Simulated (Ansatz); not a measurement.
BrH, a search for lower mean-field states

Program: Ansatz 0.2.0, Python API.

Run as a notebook:

In [1]:
```python
import ansatz as az
from ase import Atoms
import numpy as np
```

In [2]:
```python
BASIS_SET = "def2-SVP"
XC = "hf"

atoms = Atoms(["Br", "H"], positions=[
    (-0.5949, 0.21495, -0.30084),
    (0.5949, -0.21495, 0.30084),
])
molecule = az.Crystal.molecule_from_ase(atoms)
symbols = [site.symbol for site in molecule.cartesian_sites]
```

In [3]:
```python
start = np.array([site.position_ang for site in molecule.cartesian_sites])
for factor in [1.0, 1.3]:
    xyz = (start - start.mean(axis=0)) * factor
    scaled = az.Crystal.molecule()
    for symbol, place in zip(symbols, xyz):
        scaled = scaled.atom(symbol, place.tolist())
    base = (
        scaled.calculation()
        .basis(gaussian=BASIS_SET)
        .functional(XC)
        .spin("collinear")
    )
    for search in ("off", "standard"):
        try:
            rep = base.scf(lower_state_search=search).run(threads=1).report
        except az.AnsatzError as error:
            print(f"x{factor} search {search}: {type(error).__name__}")
            continue
        state = rep["mean_field"]["state"]
        print(f"all distances x{factor}, search {search:8s} E = {rep['free_energy_ev']:.5f} eV  <S^2> = {abs(state['spin_squared']):.3f}  other states met: {len(rep['mean_field']['others'])}")
```
```text
all distances x1.0, search off      E = -70006.32501 eV  <S^2> = 0.000  other states met: 0
all distances x1.0, search standard E = -70006.32501 eV  <S^2> = 0.000  other states met: 0
all distances x1.3, search off      E = -70004.97439 eV  <S^2> = 0.000  other states met: 0
all distances x1.3, search standard E = -70004.97439 eV  <S^2> = 0.000  other states met: 0
```

Total energies depend on the basis set; only differences at equal settings carry meaning. The count of other states can hold repeated and symmetry-equivalent ends of the search; scaling all distances is a test, and for more than two atoms no physical path. It ran for 1.4 s on 1 thread of Arm Neoverse V1 (shared host), peak memory 0.16 GiB.
